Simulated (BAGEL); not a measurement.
**AlH2S2Cl (SMILES [SH][Al]([SH])[Cl]): HF/6-31G(d) (density fitting with qzvpp-jkfit, spherical functions)**

Aim: the electronic atomisation energy of AlH2S2Cl at HF/6-31G* (density fitting with qzvpp-jkfit, spherical functions), from 5 runs. 

The calculation is run with BAGEL 1.2.2.

12 further runs of the same task are left out: 12 set aside as unsound or not needed.

### Step 1. The structure to begin with

AlH2S2Cl has 6 atoms, charge 0, and is taken as a singlet. As SMILES, `[SH][Al]([SH])[Cl]`. Geometry: relaxed at PBE0-D4/def2-TZVP. This is one conformer, not always the lowest.

Bond lengths: S1–Al2 2.166 Å, Al2–S3 2.166 Å, Al2–Cl4 2.091 Å, S1–H5 1.345 Å, S3–H6 1.345 Å. Angles: S1–Al2–S3 119.4°, S1–Al2–Cl4 120.3°, S3–Al2–Cl4 120.3°, Al2–S1–H5 92.0°, Al2–S3–H6 92.0°.

### Step 2. The energy at HF/6-31G(d) (density fitting with qzvpp-jkfit, spherical functions)

Contents of input.json:

```json
{ "bagel": [

{
  "title": "molecule",
  "basis": "6-31gs.json",
  "df_basis": "qzvpp-jkfit",
  "angstrom": true,
  "geometry": [
    { "atom": "S", "xyz": [   -0.405100,    1.744300,   -1.208200 ] },
    { "atom": "Al", "xyz": [    0.006600,   -0.011600,   -0.008000 ] },
    { "atom": "S", "xyz": [    1.212500,    0.182200,    1.781300 ] },
    { "atom": "Cl", "xyz": [   -0.753100,   -1.876800,   -0.571500 ] },
    { "atom": "H", "xyz": [   -1.135100,    1.031200,   -2.084300 ] },
    { "atom": "H", "xyz": [    1.116400,   -1.133300,    2.044500 ] }
  ]
},
{ "title": "hf" },
{ "title": "print", "file": "orbitals.molden", "orbitals": true }

]}
```

The basis set 6-31G* is read from a file made from the Basis Set Exchange's data (not shown).

Command:

```bash
$ BAGEL_NUM_THREADS=1 BAGEL input.json > input.out
```

The log of the run:

```text
* using 1 threads per process

  ===============================================================
  ===============================================================

  *** Geometry ***

  { "atom" : "S", "xyz" : [     -0.765528,      3.296249,     -2.283167 ] },
  { "atom" : "Al", "xyz" : [      0.012472,     -0.021921,     -0.015118 ] },
  { "atom" : "S", "xyz" : [      2.291293,      0.344308,      3.366169 ] },
  { "atom" : "Cl", "xyz" : [     -1.423153,     -3.546638,     -1.079978 ] },
  { "atom" : "H", "xyz" : [     -2.145028,      1.948686,     -3.938756 ] },
  { "atom" : "H", "xyz" : [      2.109690,     -2.141627,      3.863545 ] },

  Number of auxiliary basis functions:      548

  Since a DF basis is specified, we compute 2- and 3-index integrals:
    o Being stored without compression. Storage requirement is 0.025 GB

  Number of basis functions:       76
  Number of electrons      :       64

    * METHOD: MOLECULE                             0.32

  *** RHF ***

  === Nuclear Repulsion ===
   298.8369769250

      * DIIS with orbital gradients will be used.

  === RHF iteration (6-31gs.json) ===
      0      -1497.67153120          0.00813823           0.11
      1      -1497.73139964          0.00280809           0.11
      2      -1497.73795909          0.00089426           0.11
      3      -1497.73881250          0.00017154           0.11
      4      -1497.73884402          0.00004563           0.11
      5      -1497.73884708          0.00000950           0.10
      6      -1497.73884726          0.00000243           0.10
      7      -1497.73884727          0.00000059           0.10
      8      -1497.73884728          0.00000020           0.10
      9      -1497.73884728          0.00000005           0.10
     10      -1497.73884728          0.00000002           0.10
     11      -1497.73884728          0.00000001           0.10
    * SCF iteration converged.

    * Permanent dipole moment:
           (    0.146674,     0.359994,     0.108877) a.u.

    * METHOD: HF                                   1.46

    * METHOD: PRINT                                0.02

  ===============================================================
```

It took 1.9 s on 1 thread of Arm Neoverse V1, shared host; peak memory 0.13 GiB.

### Step 3. The Al atom, same level

Contents of hf.json:

```json
{ "bagel": [

{
  "title": "molecule",
  "basis": "6-31gs.json",
  "df_basis": "qzvpp-jkfit",
  "angstrom": true,
  "geometry": [
    { "atom": "Al", "xyz": [       0.000000,       0.000000,       0.000000 ] }
  ]
},

{ "title": "uhf", "nopen": 1 },

{ "title": "print", "file": "orbitals.molden", "orbitals": true }

]}
```

The basis set 6-31G* is read from a file made from the Basis Set Exchange's data (not shown).

Run the same way, it converges to -241.85635 Eh (log not shown).

### Step 4. The Cl atom, same level

Contents of calc.json:

```json
{ "bagel": [

{
  "title": "molecule",
  "basis": "6-31gs.json",
  "df_basis": "qzvpp-jkfit",
  "angstrom": "true",
  "geometry": [
    { "atom": "Cl", "xyz": [    0.000000,    0.000000,    0.000000 ] }
  ]
},
{
  "title": "uhf",
  "charge": 0,
  "nopen": 1
},
{
  "title": "print",
  "file": "orbitals.molden",
  "orbitals": "true"
}

]}
```

The basis set 6-31G* is read from a file made from the Basis Set Exchange's data (not shown).

Run the same way, it converges to -459.44651 Eh (log not shown).

### Step 5. The H atom at the same level

Contents of input.json:

```json
{ "bagel" : [

{
  "title" : "molecule",
  "basis" : "6-31gs.json",
  "df_basis" : "qzvpp-jkfit",
  "angstrom" : true,
  "geometry" : [
    { "atom" : "H", "xyz" : [       0.000000,       0.000000,       0.000000 ] }
  ]
},

{
  "title" : "uhf",
  "charge" : 0,
  "nopen" : 1
},

{
  "title" : "print",
  "file" : "orbitals.molden",
  "orbitals" : true
}

]}
```

The basis set 6-31G* is read from a file made from the Basis Set Exchange's data (not shown).

Command:

```bash
$ BAGEL_NUM_THREADS=1 BAGEL input.json > input.out
```

The log of the run:

```text
* using 1 threads per process

  ===============================================================
  ===============================================================

  *** Geometry ***

  { "atom" : "H", "xyz" : [      0.000000,      0.000000,      0.000000 ] },

  Number of auxiliary basis functions:       18

  Since a DF basis is specified, we compute 2- and 3-index integrals:
    o Being stored without compression. Storage requirement is 0.000 GB

  Number of basis functions:        2
  Number of electrons      :        1

    * METHOD: MOLECULE                             0.01

  *** Open-shell HF ***

  === Nuclear Repulsion ===
     0.0000000000

      * DIIS with orbital gradients will be used.

  === UHF iteration (6-31gs.json) ===
      0         -0.49072816          0.08996690           0.00
      1         -0.49744587          0.02923745           0.00
      2         -0.49815036          0.00947238           0.00
      3         -0.49823291          0.00000000           0.00
    * SCF iteration converged.

    * S^2 (UHF) is 0.7500

    * Permanent dipole moment:
           (    0.000000,     0.000000,     0.000000) a.u.

    * METHOD: UHF                                  0.01

    * METHOD: PRINT                                0.00

  ===============================================================
```

It took 0.14 s on 1 thread of Arm Neoverse V1, shared host.

### Step 6. The S atom, same level

Contents of input.json:

```json
{ "bagel" : [

{
  "title" : "molecule",
  "basis" : "6-31gs.json",
  "df_basis" : "qzvpp-jkfit",
  "angstrom" : true,
  "geometry" : [
    { "atom" : "S", "xyz" : [       0.000000,       0.000000,       0.000000 ] }
  ]
},

{
  "title" : "uhf",
  "nopen" : 2
},

{
  "title" : "print",
  "file" : "orbitals.molden",
  "orbitals" : true
}

]}
```

The basis set 6-31G* is read from a file made from the Basis Set Exchange's data (not shown).

Command:

```bash
$ BAGEL_NUM_THREADS=1 BAGEL input.json > input.out
```

The log of the run:

```text
* using 1 threads per process

  ===============================================================
  ===============================================================

  *** Geometry ***

  { "atom" : "S", "xyz" : [      0.000000,      0.000000,      0.000000 ] },

  Number of auxiliary basis functions:      128

  Since a DF basis is specified, we compute 2- and 3-index integrals:
    o Being stored without compression. Storage requirement is 0.000 GB

  Number of basis functions:       18
  Number of electrons      :       16

    * METHOD: MOLECULE                             0.02

  *** Open-shell HF ***

  === Nuclear Repulsion ===
     0.0000000000

      * DIIS with orbital gradients will be used.

  === UHF iteration (6-31gs.json) ===
      0       -397.46373833          0.00967745           0.00
      1       -397.47362110          0.00244437           0.00
      2       -397.47450265          0.00081301           0.00
      3       -397.47464336          0.00019969           0.00
      4       -397.47465112          0.00004384           0.00
      5       -397.47465152          0.00000274           0.00
      6       -397.47465154          0.00000034           0.00
      7       -397.47465155          0.00000017           0.00
      8       -397.47465155          0.00000004           0.00
      9       -397.47465155          0.00000000           0.00
    * SCF iteration converged.

    * S^2 (UHF) is 2.0057

    * Permanent dipole moment:
           (    0.000000,    -0.000000,    -0.000000) a.u.

    * METHOD: UHF                                  0.03

    * METHOD: PRINT                                0.00

  ===============================================================
```

Wall time 0.16 s (1 thread of Arm Neoverse V1, shared host).

### Step 7. Summary of results

Level: HF/6-31G* (density fitting with qzvpp-jkfit, spherical functions).

| quantity | value |
| --- | --- |
| molecule: total energy | -1497.73885 Eh |
| molecule: dipole moment | 1.03 D |
| molecule: HOMO energy | -10.66 eV |
| molecule: LUMO energy | 1.98 eV |
| molecule: HOMO–LUMO gap | 12.63 eV |
| Al atom: total energy | -241.85635 Eh |
| Al atom: dipole moment | 0.00 D |
| Al atom: ⟨S²⟩ | 0.757 |
| Cl atom: total energy | -459.44651 Eh |
| Cl atom: dipole moment | 0.00 D |
| Cl atom: ⟨S²⟩ | 0.755 |
| H atom: total energy | -0.49823 Eh |
| H atom: dipole moment | 0.00 D |
| H atom: ⟨S²⟩ | 0.750 |
| S atom: total energy | -397.47465 Eh |
| S atom: dipole moment | 0.00 D |
| S atom: ⟨S²⟩ | 2.006 |
| electronic atomisation energy | 13.340 eV |

What this shows: Taking the molecule apart into free atoms costs 13.34 eV (1287 kJ/mol), before zero-point energy and without spin-orbit coupling. Hartree–Fock lacks the correlation of the bonding pairs, which as a rule makes this value much too low; in minimal bases other errors can mask that.
